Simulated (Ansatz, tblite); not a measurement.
# Ga7P7 zinc blende off sphere (Ga7P7H20): a ladder of methods and basis sets

The task here is to estimate one member of a computed series from the others.

The runs use Ansatz 0.2.0, Gaussian basis; as each input shows.

Levels to be run: GFN1-xTB, GFN2-xTB, PBE-D4/def2-TZVP, r2SCAN-D4/def2-TZVP, revPBE-D4/def2-TZVP, B3LYP-D4/def2-TZVP, r2SCAN0-D4/def2-TZVP, PBE-D4/def2-SVP, PBE0-D4/def2-SVP, HF/STO-3G, MP2/def2-SVP, RPA/def2-SVP.

## The geometry

The singlet was relaxed beforehand with PBE-D4/def2-SVP.

34 atoms, charge 0, spin multiplicity 1.

Bond lengths: Ga1–P9 2.466 Å, Ga1–P10 2.402 Å, Ga1–H15 1.582 Å, Ga1–H16 1.582 Å, Ga2–P8 2.387 Å, Ga2–P11 2.387 Å, Ga2–P12 2.387 Å, Ga2–H17 1.572 Å, Ga3–P9 2.360 Å, Ga3–P11 2.458 Å, Ga3–P13 2.360 Å, Ga3–H18 1.574 Å, Ga4–P8 2.459 Å, Ga4–P9 2.360 Å, Ga4–P14 2.360 Å, Ga4–H19 1.574 Å, Ga5–P10 2.402 Å, Ga5–P14 2.466 Å and more. Angles: P9–Ga1–P10 97.0°, P9–Ga1–H15 104.8°, P9–Ga1–H16 104.8°, P10–Ga1–H15 111.1°, P10–Ga1–H16 111.1°, H15–Ga1–H16 124.0°, P8–Ga2–P11 100.1°, P8–Ga2–P12 100.0°, P8–Ga2–H17 117.8°, P11–Ga2–P12 100.0°, P11–Ga2–H17 117.8°, P12–Ga2–H17 117.8°, P9–Ga3–P11 105.5°, P9–Ga3–P13 104.7°, P9–Ga3–H18 117.5°, P11–Ga3–P13 105.3°, P11–Ga3–H18 105.2°, P13–Ga3–H18 117.5° and more.

PBE0-D4/def2-TZVP was run before; its log isn't repeated, and its numbers join the tables.

The first run:

Tight binding, by tblite at 300 K electronic temperature and without a spin-polarisation term:

```python
tblite.interface.Calculator('GFN1-xTB', numbers, positions, charge=0, uhf=0).singlepoint()
```

Tight binding, by tblite at 300 K electronic temperature and without a spin-polarisation term:

```python
tblite.interface.Calculator('GFN2-xTB', numbers, positions, charge=0, uhf=0).singlepoint()
```

start.molden holds the orbitals of an earlier run on this state, given as this run's starting guess.

Input file in.yaml:

```yaml
crystal:
  periodic: [false, false, false]
  atoms:
    - {symbol: Ga, position_ang: [0.727166, -3.613647, 0.727023]}
    - {symbol: Ga, position_ang: [-2.209384, 2.212315, -2.207140]}
    - {symbol: Ga, position_ang: [0.790142, -0.795947, -2.046958]}
    - {symbol: Ga, position_ang: [-2.048467, -0.793878, 0.795422]}
    - {symbol: Ga, position_ang: [0.730676, -0.732988, 3.610727]}
    - {symbol: Ga, position_ang: [0.794747, 2.044428, 0.795426]}
    - {symbol: Ga, position_ang: [3.611664, -0.729736, 0.726119]}
    - {symbol: P, position_ang: [-3.291744, 0.708803, -0.701468]}
    - {symbol: P, position_ang: [-0.613538, -2.033086, -0.609350]}
    - {symbol: P, position_ang: [1.967896, -1.969751, 1.964031]}
    - {symbol: P, position_ang: [-0.705677, 0.707480, -3.290518]}
    - {symbol: P, position_ang: [-0.701348, 3.292262, -0.704136]}
    - {symbol: P, position_ang: [2.029994, 0.607914, -0.611436]}
    - {symbol: P, position_ang: [-0.609275, 0.607755, 2.033307]}
    - {symbol: H, position_ang: [1.649027, -4.351176, -0.325575]}
    - {symbol: H, position_ang: [-0.321677, -4.351035, 1.653224]}
    - {symbol: H, position_ang: [-3.116683, 3.120765, -3.113846]}
    - {symbol: H, position_ang: [1.583945, -1.591196, -3.148934]}
    - {symbol: H, position_ang: [-3.150874, -1.587422, 1.590309]}
    - {symbol: H, position_ang: [-0.319381, -1.658000, 4.347876]}
    - {symbol: H, position_ang: [1.655331, 0.316837, 4.348683]}
    - {symbol: H, position_ang: [1.591704, 3.144148, 1.590626]}
    - {symbol: H, position_ang: [4.350599, -1.652504, -0.324618]}
    - {symbol: H, position_ang: [4.347344, 0.321476, 1.651031]}
    - {symbol: H, position_ang: [-4.237606, -0.024148, -1.487630]}
    - {symbol: H, position_ang: [-4.229935, 1.498658, 0.037338]}
    - {symbol: H, position_ang: [-1.477189, -2.784055, -1.471642]}
    - {symbol: H, position_ang: [2.796781, -2.798522, 2.791191]}
    - {symbol: H, position_ang: [-1.492029, -0.023654, -4.237618]}
    - {symbol: H, position_ang: [0.034594, 1.497569, -4.227363]}
    - {symbol: H, position_ang: [0.039103, 4.228743, -1.494480]}
    - {symbol: H, position_ang: [-1.485033, 4.239828, 0.029266]}
    - {symbol: H, position_ang: [2.779687, 1.471181, -1.475258]}
    - {symbol: H, position_ang: [-1.470571, 1.470583, 2.786361]}
basis:
  gaussian: {orbitals: def2-TZVP, fitting: {mean_field: def2-universal-jkfit}, initial_orbitals: start.molden}
hamiltonian: {xc: pbe, dispersion: d4}
scf: {omitted_lower_state_checks: [starts]}
output: {orbitals: {seedname: orbitals}}
```

Launch:

```console
$ ansatz run in.yaml --threads 2 --pin off --events-out ev --progress --plain --max-ram 32768MiB --backend cuda --devices 0, --max-vram 18GiB
```

Steps of the session up to this table: PBE-D4/def2-TZVP; r2SCAN-D4/def2-TZVP; revPBE-D4/def2-TZVP; B3LYP-D4/def2-TZVP; r2SCAN0-D4/def2-TZVP; PBE-D4/def2-SVP; PBE0-D4/def2-SVP; HF/STO-3G; MP2/def2-SVP; RPA/def2-SVP.

One table of the session follows, with a row left open; its other results are not shown here.

It belongs to the step «Binding energy». 

```
               level  binding an atom (eV)
         HF/def2-SVP                 1.872
     PBE-D4/def2-SVP                 2.740
    PBE-D4/def2-TZVP                 2.736
 revPBE-D4/def2-TZVP                     ?
 r2SCAN-D4/def2-TZVP                 2.752
  B3LYP-D4/def2-TZVP                 2.730
    PBE0-D4/def2-SVP                 2.735
   PBE0-D4/def2-TZVP                 2.732
r2SCAN0-D4/def2-TZVP                 2.730
        MP2/def2-SVP                 2.497
```

**Question.** Estimate the row for revPBE-D4/def2-TZVP.

The run gave: binding an atom (eV): 2.693. In the column «binding an atom (eV)» it lies between MP2/def2-SVP (2.497) and B3LYP-D4/def2-TZVP (2.730).

Limits of these values: Free atoms were run apart at each level; binding is atoms less cluster, divided by the number of atoms, without zero-point or spin-orbit terms.
